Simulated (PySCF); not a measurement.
# C5H10BP: runs on many settings

Which settings matter for C5H10BP (`CC#CB(P)CC`), and how do bad ones show?

The runs use PySCF 2.14.0, with density-fitted response routines of our own; the level of theory stands in each step. All values are computed, except where a source is named. Atoms count from 0, in the outputs and in this text.

**1. Starting geometry**

17 atoms, charge 0, multiplicity 1; geometry from: GFN2-xTB.

Bonds of the start (Å): C0–C1 1.44, C1–C2 1.21, C2–B3 1.50, B3–P4 1.90, B3–C5 1.59, C5–C6 1.53, C0–H7 1.09, C0–H8 1.09, C0–H9 1.09, P4–H10 1.38, P4–H11 1.38, C5–H12 1.10, C5–H13 1.10, C6–H14 1.09, C6–H15 1.09, C6–H16 1.09.

**2. Ultraviolet spectrum: PBE0/3-21G**

Job settings and geometry (Å):

```
{"job": {"kind": "uv", "xc": "PBE0", "basis": "3-21G", "nstates": 6, "ntriplets": 2, "tda": false, "scf": {"aux": "def2-qzvpp-jkfit"}}, "charge": 0, "multiplicity": 1}
C      3.281740    -0.007519     0.339092
C      1.864819     0.265795     0.317183
C      0.676029     0.490264     0.303951
B     -0.794379     0.760864     0.284513
P     -1.399572     2.559619     0.367138
C     -1.850373    -0.421484     0.301575
C     -1.274979    -1.817568     0.543248
H      3.471419    -1.059194     0.122326
H      3.680413     0.227155     1.326439
H      3.794026     0.609436    -0.399667
H     -0.576475     3.097555    -0.606676
H     -2.498953     2.445064    -0.466863
H     -2.380865    -0.425145    -0.657645
H     -2.621487    -0.215811     1.052078
H     -0.789819    -1.865732     1.515448
H     -2.056908    -2.574510     0.511346
H     -0.531637    -2.056761    -0.213934
```

Method: TDDFT PBE0/3-21G, vertical, gas phase, core orbitals frozen in the response.

Started as:

```bash
$ OMP_NUM_THREADS=1 python probes_run.py task.json out
```

This one command runs all jobs of the session in turn.

What it wrote:

```text
final grid: 132896 points
cycle   1  E = -559.2991870685  dE =  3.482e-01  |g| = 3.969e-01  |ddm| = 4.144e+00
cycle   2  E = -559.2599324604  dE =  3.925e-02  |g| = 5.580e-01  |ddm| = 1.115e+00
cycle   3  E = -559.3367439827  dE = -7.681e-02  |g| = 1.750e-01  |ddm| = 7.308e-01
cycle   4  E = -559.3448557757  dE = -8.112e-03  |g| = 2.346e-02  |ddm| = 2.042e-01
cycle   5  E = -559.3449844593  dE = -1.287e-04  |g| = 7.824e-03  |ddm| = 3.366e-02
cycle   6  E = -559.3450032984  dE = -1.884e-05  |g| = 7.469e-04  |ddm| = 1.112e-02
cycle   7  E = -559.3450034475  dE = -1.491e-07  |g| = 3.374e-04  |ddm| = 1.825e-03
cycle   8  E = -559.3450034869  dE = -3.945e-08  |g| = 4.996e-05  |ddm| = 6.605e-04
cycle   9  E = -559.3450034877  dE = -8.222e-10  |g| = 1.809e-05  |ddm| = 8.898e-05
converged SCF energy = -559.3450034877

Static polarisability (au): isotropic 85.089, principal 53.126 80.213 121.928

Singlet excitations
state   eV       nm        f      main configurations
  1   4.0786    304.0   0.02212   H->L 0.72, H-1->L 0.26
  2   4.9631    249.8   0.14499   H-1->L 0.69, H->L 0.25
  3   5.7593    215.3   0.07713   H-2->L 0.77
  4   6.1633    201.2   0.01959   H-3->L 0.89
  5   6.6135    187.5   0.01470   H-4->L 0.91
  6   6.9653    178.0   0.08299   H->L+1 0.73, H-1->L+1 0.12

Triplet excitations (Tamm-Dancoff, eV): 3.5515 4.1239
```

It took 9.1 s on 1 thread of AMD EPYC 9R14, shared host; peak memory 0.53 GiB.

Frontier orbitals and where they lie:

```
orbital     eV                        atoms
 HOMO−3  -8.95    C5 22 %, B3 18 %, C6 14 %
 HOMO−2  -8.21     C2 42 %, C1 27 %, B3 9 %
 HOMO−1  -7.54    C1 31 %, C2 31 %, P4 21 %
   HOMO  -6.79     P4 60 %, C1 14 %, C2 8 %
   LUMO  -1.39     B3 54 %, C1 25 %, P4 5 %
 LUMO+1   1.29    C1 28 %, C2 25 %, P4 15 %
 LUMO+2   2.18  P4 42 %, H10 19 %, H11 16 %
```

With each of the 6 states as a Gaussian band of 0.4 eV half-width at 1/e, the curve within the window shown has maxima at 250 nm (ε 5,900), 215 nm (ε 3,500), 179 nm (ε 3,700) L/(mol cm). Beyond the last state computed it falls off for lack of states. The curve at chosen wavelengths:

nm, ε (L/mol/cm) and a bar:
```
      171       1957 ##########
      178       3627 ##################
      186       2755 ##############
      193       1748 #########
      201       2084 ##########
      208       3053 ###############
      215       3530 ##################
      223       3169 ################
      230       3199 ################
      238       4424 ######################
      245       5642 #############################
      252       5874 ##############################
      260       4757 ########################
      267       3295 #################
      275       1940 ##########
      282       1287 ######
      289       1029 #####
      297        967 #####
      304        942 ####
      312        855 ####
      319        723 ###
      326        567 ##
      334        394 ##
      341        269 #
      349        163 
      356        100
```

Further results of this job:

```csv
property,computed
dipole moment (D),2.37
polarisability (Å³),12.61
HOMO–LUMO gap (eV),5.40
−ε(HOMO) (eV),6.79
```

**3. Shielding tensors: wB97X-D/pcSseg-1**

The job, as its differences from that of step 2:

```diff
@@ -1,2 +1,2 @@
-{"job": {"kind": "uv", "xc": "PBE0", "basis": "3-21G", "nstates": 6, "ntriplets": 2, "tda": false, "scf": {"aux": "def2-qzvpp-jkfit"}}, "charge": 0, "multiplicity": 1}
+{"job": {"kind": "nmr", "xc": "wB97X-D", "basis": "pcSseg-1", "pop": false, "scf": {"diis": false, "max_cycle": 53}}, "charge": 0, "multiplicity": 1}
 C      3.281740    -0.007519     0.339092
```

Level: GIAO wB97X-D/pcSseg-1 NMR shielding, non-relativistic, gas phase.

What it wrote:

```text
final grid: 132896 points
cycle   1  E = -562.5448066413  dE =  8.472e-01  |g| = 3.743e-01  |ddm| = 3.816e+00
cycle   2  E = -562.5614502632  dE = -1.664e-02  |g| = 3.338e-01  |ddm| = 7.549e-01
cycle   3  E = -562.5447301423  dE =  1.672e-02  |g| = 4.333e-01  |ddm| = 5.736e-01
cycle   4  E = -562.4956405862  dE =  4.909e-02  |g| = 6.217e-01  |ddm| = 7.211e-01
cycle   5  E = -562.3888119794  dE =  1.068e-01  |g| = 9.080e-01  |ddm| = 1.027e+00
cycle   6  E = -562.1340630301  dE =  2.547e-01  |g| = 1.361e+00  |ddm| = 1.521e+00
cycle   7  E = -561.7071533657  dE =  4.269e-01  |g| = 1.851e+00  |ddm| = 2.163e+00
cycle   8  E = -560.8092999415  dE =  8.979e-01  |g| = 2.611e+00  |ddm| = 3.506e+00
cycle   9  E = -556.0688969165  dE =  4.740e+00  |g| = 4.020e+00  |ddm| = 4.512e+00
cycle  10  E = -509.4264543178  dE =  4.664e+01  |g| = 9.741e+00  |ddm| = 3.590e+01
[... 33 cycles left out ...]
cycle  44  E = -1.8468876251  dE =  2.903e+02  |g| = 2.720e+01  |ddm| = 4.300e+01
cycle  45  E = -292.1406094502  dE = -2.903e+02  |g| = 2.712e+01  |ddm| = 4.300e+01
cycle  46  E = -1.8468876251  dE =  2.903e+02  |g| = 2.720e+01  |ddm| = 4.300e+01
cycle  47  E = -292.1406094502  dE = -2.903e+02  |g| = 2.712e+01  |ddm| = 4.300e+01
cycle  48  E = -1.8468876251  dE =  2.903e+02  |g| = 2.720e+01  |ddm| = 4.300e+01
cycle  49  E = -292.1406094502  dE = -2.903e+02  |g| = 2.712e+01  |ddm| = 4.300e+01
cycle  50  E = -1.8468876251  dE =  2.903e+02  |g| = 2.720e+01  |ddm| = 4.300e+01
cycle  51  E = -292.1406094502  dE = -2.903e+02  |g| = 2.712e+01  |ddm| = 4.300e+01
cycle  52  E = -1.8468876251  dE =  2.903e+02  |g| = 2.720e+01  |ddm| = 4.300e+01
cycle  53  E = -292.1406094502  dE = -2.903e+02  |g| = 2.712e+01  |ddm| = 4.300e+01
SCF not converged, last energy = -292.1406094502
```

Run time: 45 s. Hardware: 1 thread of AMD EPYC 9R14, shared host; peak memory 0.82 GiB.

Diagnosis: The SCF swings between two densities 290.29 Eh apart: plain iteration without DIIS overshoots. Cure: turn DIIS on. Numbers printed on the way are no properties of the molecule.

**4. Nuclear shieldings: PBE0/STO-3G**

The job, as its differences from that of step 3:

```diff
@@ -1,2 +1,2 @@
-{"job": {"kind": "nmr", "xc": "wB97X-D", "basis": "pcSseg-1", "pop": false, "scf": {"diis": false, "max_cycle": 53}}, "charge": 0, "multiplicity": 1}
+{"job": {"kind": "nmr", "xc": "PBE0", "basis": "STO-3G", "pop": true, "grid": 3, "scf": {"guess": "sap"}}, "charge": 0, "multiplicity": 1}
 C      3.281740    -0.007519     0.339092
```

Level: GIAO PBE0/STO-3G NMR shielding, non-relativistic, gas phase.

What it wrote:

```text
final grid: 201896 points
cycle   1  E = -546.0934432029  dE =  6.980e+00  |g| = 3.181e+00  |ddm| = 9.844e+00
cycle   2  E = -525.4909566595  dE =  2.060e+01  |g| = 5.142e+00  |ddm| = 1.599e+01
cycle   3  E = -545.1434052356  dE = -1.965e+01  |g| = 4.341e+00  |ddm| = 1.527e+01
cycle   4  E = -555.7128152220  dE = -1.057e+01  |g| = 4.958e-01  |ddm| = 8.455e+00
cycle   5  E = -555.7513813131  dE = -3.857e-02  |g| = 3.945e-01  |ddm| = 1.410e+00
cycle   6  E = -555.8075611501  dE = -5.618e-02  |g| = 1.120e-01  |ddm| = 7.066e-01
cycle   7  E = -555.8108084872  dE = -3.247e-03  |g| = 2.180e-02  |ddm| = 1.377e-01
cycle   8  E = -555.8109473576  dE = -1.389e-04  |g| = 6.813e-03  |ddm| = 3.587e-02
cycle   9  E = -555.8109651396  dE = -1.778e-05  |g| = 2.469e-03  |ddm| = 1.291e-02
cycle  10  E = -555.8109672423  dE = -2.103e-06  |g| = 5.677e-04  |ddm| = 4.313e-03
cycle  11  E = -555.8109673639  dE = -1.217e-07  |g| = 4.664e-05  |ddm| = 9.635e-04
cycle  12  E = -555.8109673647  dE = -7.742e-10  |g| = 1.809e-05  |ddm| = 9.944e-05
converged SCF energy = -555.8109673647

GIAO shielding tensors (ppm)
atom      isotropic    diamagn.    paramagn.     s11        s22        s33       span
  0 C      220.197     245.672     -25.475    214.607    214.846    231.137     16.531
  1 C      114.762     268.838    -154.076     92.604    108.784    142.897     50.292
  2 C      159.492     268.711    -109.219     95.007     98.356    285.115    190.108
  3 B       41.687     200.355    -158.668    -58.988     36.412    147.638    206.626
  4 P      671.788     956.009    -284.221    573.659    712.824    728.882    155.223
  5 C      211.604     243.524     -31.919    195.552    216.132    223.128     27.576
  6 C      216.519     245.695     -29.176    207.214    215.038    227.307     20.093
  7 H       31.125      30.632       0.493     26.003     28.894     38.477     12.474
  8 H       31.122      29.104       2.018     26.520     28.349     38.496     11.976
  9 H       31.117      29.550       1.568     26.282     28.415     38.655     12.373
 10 H       31.738      32.742      -1.004     26.468     29.798     38.949     12.480
 11 H       31.817      32.129      -0.312     26.401     30.500     38.551     12.150
 12 H       31.866      31.754       0.112     26.000     30.796     38.802     12.802
 13 H       31.489      30.262       1.227     25.834     30.863     37.771     11.937
 14 H       32.141      32.296      -0.154     27.790     29.838     38.796     11.006
 15 H       32.243      29.959       2.284     26.699     29.165     40.866     14.167
 16 H       31.903      33.666      -1.763     27.029     30.228     38.454     11.425
```

It took 7.5 s on 1 thread of AMD EPYC 9R14, shared host; peak memory 0.47 GiB.

The references, computed at this level on geometries of the same kind, shield at (ppm): ¹H TMS 33.02, ¹³C TMS 236.2, ³¹P PH3 736.9, ¹¹B BF3·OEt2 129.3. Their shielding less the atom's gives the shift. The references are single molecules in the gas phase, so shifts against H2O, NH3, PH3, H3PO4 or CFCl3 are not on the usual liquid scales and can be off by tens of ppm. Atoms listed in one row are averaged.

```csv
atoms,environment,σ (ppm),δ (ppm)
C1,alkyne carbon,114.8,121.4
C2,alkyne carbon,159.5,76.7
C5,sp3 CH2 bonded to B,211.6,24.6
C6,methyl carbon,216.5,19.7
C0,propargylic methyl carbon,220.2,16.0
"H7, H8, H9",hydrogen on a propargylic methyl carbon,31.12,1.90
"H12, H13",hydrogen on an sp3 CH2 bonded to B,31.68,1.34
"H10, H11",hydrogen on a phosphorus bonded to B,31.78,1.24
"H14, H15, H16",hydrogen on a methyl carbon,32.10,0.92
B3,"boron bonded to 2 C, P",41.7,87.6
P4,"phosphorus bonded to B, 2 H",671.8,65.1
```

Charges from the same density, by scheme (e):

```csv
atoms,Mulliken,IAO,Hirshfeld,ESP fit
C0,-0.26,-0.43,0.00,-0.55
C1,-0.03,0.01,-0.05,0.21
C2,-0.15,-0.15,-0.15,-0.36
B3,0.13,0.04,0.11,0.32
P4,0.22,0.23,0.10,-0.21
C5,-0.24,-0.37,-0.08,-0.02
C6,-0.24,-0.39,-0.04,-0.31
```

Mayer bond orders: C0–C1 1.07, C1–C2 2.73, C2–B3 1.11, B3–P4 1.14, B3–C5 0.99, C5–C6 1.00.

**5. Nuclear shieldings: WP04/pcSseg-1**

The job, as its differences from that of step 4:

```diff
@@ -1,2 +1,2 @@
-{"job": {"kind": "nmr", "xc": "PBE0", "basis": "STO-3G", "pop": true, "grid": 3, "scf": {"guess": "sap"}}, "charge": 0, "multiplicity": 1}
+{"job": {"kind": "nmr", "xc": "WP04", "basis": "pcSseg-1", "pop": true, "scf": {"guess": "sap"}}, "charge": 0, "multiplicity": 1}
 C      3.281740    -0.007519     0.339092
```

Method: GIAO WP04/pcSseg-1 NMR shielding, non-relativistic, gas phase.

What it wrote:

```text
final grid: 132896 points
cycle   1  E = -542.0276053461  dE =  2.630e+01  |g| = 6.676e+00  |ddm| = 3.994e+01
cycle   2  E = -524.1309728065  dE =  1.790e+01  |g| = 1.142e+01  |ddm| = 4.121e+01
cycle   3  E = -554.8206368200  dE = -3.069e+01  |g| = 5.551e+00  |ddm| = 1.168e+01
cycle   4  E = -552.9016513788  dE =  1.919e+00  |g| = 5.441e+00  |ddm| = 1.905e+01
cycle   5  E = -555.6453862988  dE = -2.744e+00  |g| = 5.575e+00  |ddm| = 2.853e+01
cycle   6  E = -571.8809819564  dE = -1.624e+01  |g| = 8.298e-01  |ddm| = 2.280e+01
cycle   7  E = -571.8517141957  dE =  2.927e-02  |g| = 9.511e-01  |ddm| = 1.495e+00
cycle   8  E = -572.0807779428  dE = -2.291e-01  |g| = 2.259e-01  |ddm| = 1.003e+00
cycle   9  E = -572.0943624245  dE = -1.358e-02  |g| = 1.359e-01  |ddm| = 4.081e-01
cycle  10  E = -572.0993232918  dE = -4.961e-03  |g| = 2.504e-02  |ddm| = 2.213e-01
cycle  11  E = -572.0994687999  dE = -1.455e-04  |g| = 8.816e-03  |ddm| = 4.358e-02
cycle  12  E = -572.0994918610  dE = -2.306e-05  |g| = 2.114e-03  |ddm| = 1.215e-02
cycle  13  E = -572.0994930997  dE = -1.239e-06  |g| = 5.595e-04  |ddm| = 3.200e-03
cycle  14  E = -572.0994931736  dE = -7.396e-08  |g| = 2.286e-04  |ddm| = 8.639e-04
cycle  15  E = -572.0994931882  dE = -1.452e-08  |g| = 7.810e-05  |ddm| = 3.451e-04
cycle  16  E = -572.0994931898  dE = -1.657e-09  |g| = 2.091e-05  |ddm| = 9.823e-05
cycle  17  E = -572.0994931899  dE = -1.180e-10  |g| = 4.380e-06  |ddm| = 2.447e-05
converged SCF energy = -572.0994931899

GIAO shielding tensors (ppm)
atom      isotropic    diamagn.    paramagn.     s11        s22        s33       span
  0 C      165.205     255.819     -90.614    158.578    159.075    177.963     19.385
  1 C       32.531     275.439    -242.908    -26.121     -3.773    127.487    153.608
  2 C       83.228     259.539    -176.311    -13.003     -6.472    269.159    282.162
  3 B       16.812     199.624    -182.812    -69.272      6.691    113.017    182.290
  4 P      468.559     970.537    -501.978    398.498    452.279    554.901    156.403
  5 C      148.764     254.140    -105.376    122.903    157.285    166.104     43.202
  6 C      159.522     248.572     -89.051    149.290    159.133    170.143     20.853
  7 H       29.571      31.394      -1.823     24.815     28.471     35.428     10.612
  8 H       29.568      27.837       1.731     25.461     27.916     35.328      9.866
  9 H       29.576      28.656       0.921     25.156     28.068     35.505     10.349
 10 H       29.904      31.685      -1.782     25.289     28.578     35.845     10.556
 11 H       30.085      31.272      -1.187     25.520     29.104     35.630     10.110
 12 H       30.753      32.773      -2.020     26.047     30.805     35.408      9.362
 13 H       30.450      30.912      -0.462     25.861     30.999     34.489      8.628
 14 H       30.924      32.584      -1.660     27.606     29.428     35.738      8.132
 15 H       31.005      28.780       2.225     26.266     29.129     37.619     11.353
 16 H       30.618      34.277      -3.659     26.794     29.934     35.126      8.332
```

Wall time 28 s (1 thread of AMD EPYC 9R14, shared host); peak memory 0.82 GiB.

This run: δ C1 142.6, C2 91.9, C5 26.3, C6 15.6, H7 2.43, H10 2.00 ppm (means over like atoms).

**6. NMR shieldings: OLYP/ANO-RCC-VDZP in chloroform**

The job, as its differences from that of step 5:

```diff
@@ -1,2 +1,2 @@
-{"job": {"kind": "nmr", "xc": "WP04", "basis": "pcSseg-1", "pop": true, "scf": {"guess": "sap"}}, "charge": 0, "multiplicity": 1}
+{"job": {"kind": "nmr", "xc": "OLYP", "basis": "ANO-RCC-VDZP", "solvent": "chloroform", "pop": true}, "charge": 0, "multiplicity": 1}
 C      3.281740    -0.007519     0.339092
```

Level: GIAO OLYP/ANO-RCC-VDZP NMR shielding, non-relativistic, IEF-PCM chloroform.

What it wrote:

```text
coarse grid: 14344 points
cycle   1  E = -562.3897804389  dE =  4.761e-01  |g| = 6.317e-01  |ddm| = 5.511e+00
cycle   2  E = -562.2161487622  dE =  1.736e-01  |g| = 9.890e-01  |ddm| = 2.157e+00
cycle   3  E = -562.4779447070  dE = -2.618e-01  |g| = 3.382e-01  |ddm| = 1.575e+00
cycle   4  E = -562.5092310872  dE = -3.129e-02  |g| = 6.154e-02  |ddm| = 3.720e-01
cycle   5  E = -562.5101740180  dE = -9.429e-04  |g| = 2.219e-02  |ddm| = 8.435e-02
cycle   6  E = -562.5103075102  dE = -1.335e-04  |g| = 5.367e-03  |ddm| = 2.920e-02
cycle   7  E = -562.5103153469  dE = -7.837e-06  |g| = 1.438e-03  |ddm| = 7.147e-03
final grid: 132896 points
cycle   8  E = -562.4983908000  dE = -6.620e-05  |g| = 1.154e-02  |ddm| = 7.721e-02
cycle   9  E = -562.4983389737  dE =  5.183e-05  |g| = 1.698e-02  |ddm| = 3.796e-02
cycle  10  E = -562.4984328852  dE = -9.391e-05  |g| = 1.345e-03  |ddm| = 2.381e-02
cycle  11  E = -562.4984332808  dE = -3.956e-07  |g| = 7.174e-04  |ddm| = 1.933e-03
cycle  12  E = -562.4984333936  dE = -1.128e-07  |g| = 2.773e-04  |ddm| = 9.035e-04
cycle  13  E = -562.4984334152  dE = -2.162e-08  |g| = 5.484e-05  |ddm| = 3.413e-04
cycle  14  E = -562.4984334161  dE = -8.865e-10  |g| = 1.291e-05  |ddm| = 7.136e-05
converged SCF energy = -562.4984334161

GIAO shielding tensors (ppm)
atom      isotropic    diamagn.    paramagn.     s11        s22        s33       span
  0 C      180.493     244.323     -63.829    174.603    175.508    191.369     16.765
  1 C       45.178     256.128    -210.950     -4.132     17.324    122.343    126.474
  2 C       99.995     263.721    -163.726     18.455     25.048    256.482    238.027
  3 B       25.118     198.046    -172.928    -57.346     13.736    118.965    176.311
  4 P      558.892     979.789    -420.897    486.377    530.725    659.574    173.197
  5 C      157.714     239.977     -82.263    129.315    167.066    176.760     47.445
  6 C      172.490     238.241     -65.751    162.255    171.110    184.104     21.849
  7 H       29.029      30.839      -1.810     23.971     27.988     35.127     11.156
  8 H       28.997      28.760       0.237     24.635     27.428     34.928     10.293
  9 H       29.004      29.340      -0.336     24.287     27.561     35.164     10.876
 10 H       29.273      32.797      -3.524     24.695     27.821     35.303     10.608
 11 H       29.246      31.644      -2.398     24.741     28.200     34.798     10.057
 12 H       30.051      31.493      -1.442     24.986     30.493     34.675      9.690
 13 H       29.680      29.970      -0.290     24.930     30.592     33.518      8.588
 14 H       30.719      31.521      -0.801     27.422     29.165     35.571      8.148
 15 H       30.655      28.695       1.960     25.751     28.947     37.266     11.515
 16 H       30.397      32.889      -2.492     26.640     29.743     34.808      8.168
```

Wall time 43 s (1 thread of AMD EPYC 9R14, shared host); peak memory 0.82 GiB.

This run: σ C1 45.2, C2 100.0, C5 157.7, C6 172.5, H7 29.01, H10 29.26 ppm (means over like atoms).

**7. Side by side: NMR shifts**

Isotropic shieldings (ppm) of some atoms, chosen among heavy atoms and hydrogens apart, means over like atoms, with basis size and wall time:

```
                            run     C1     C2     C5     C6     H7    H10     P4  functions   time
                    PBE0/STO-3G  114.8  159.5  211.6  216.5  31.12  31.78  671.8         49  7.5 s
                  WP04/pcSseg-1   32.5   83.2  148.8  159.5  29.57  29.99  468.6        176   28 s
OLYP/ANO-RCC-VDZP in chloroform   45.2  100.0  157.7  172.5  29.01  29.26  558.9        152   43 s
```

**8. Summary of results**

| quantity | value |
| --- | --- |
| lowest singlet (PBE0/3-21G) | 4.08 eV (304 nm), f = 0.022 |
| brightest single state of those computed | state 2, 4.96 eV, f = 0.145 |
| lowest triplet | 3.55 eV |
| ¹³C shifts against TMS (PBE0/STO-3G) | 121.4, 76.7, 24.6, 19.7, 16.0 ppm |
| ¹H shifts against TMS (PBE0/STO-3G, means over atoms taken as alike) | 1.90, 1.34, 1.24, 0.92 ppm |
| ¹¹B shifts against BF3·OEt2 (PBE0/STO-3G) | 87.6 ppm |
| ³¹P shifts against PH3 (PBE0/STO-3G) | 65.1 ppm |
| range of the shielding of P4 | 468.6 to 671.8 ppm |
| property runs in this session | 5, of which 1 failed and 1 gave unsound results |

Single values in the summary come from the first run of each kind that ended normally (PBE0/3-21G; PBE0/STO-3G), which need not be the best level. A minimal basis gives no usable values, so read them as a test of settings alone. The first singlet state (HOMO→LUMO 0.72, HOMO−1→LUMO 0.26) lies at 4.08 eV and is weak; of the 6 states computed, the strongest absorption comes from state 2 at 4.96 eV (the last state computed is bright too, and its partners may lie past the list). The lowest triplet lies 0.53 eV below the lowest singlet (triplets in Tamm-Dancoff, singlets in full TDDFT). At PBE0/STO-3G: The largest span, 207 ppm, is at B3, where the paramagnetic term is -159 ppm. Across the 3 runs the shielding of P4 moves most, between 468.6 (WP04/pcSseg-1) and 671.8 ppm (PBE0/STO-3G). A minimal basis is unusable for shieldings, so that end is no result.
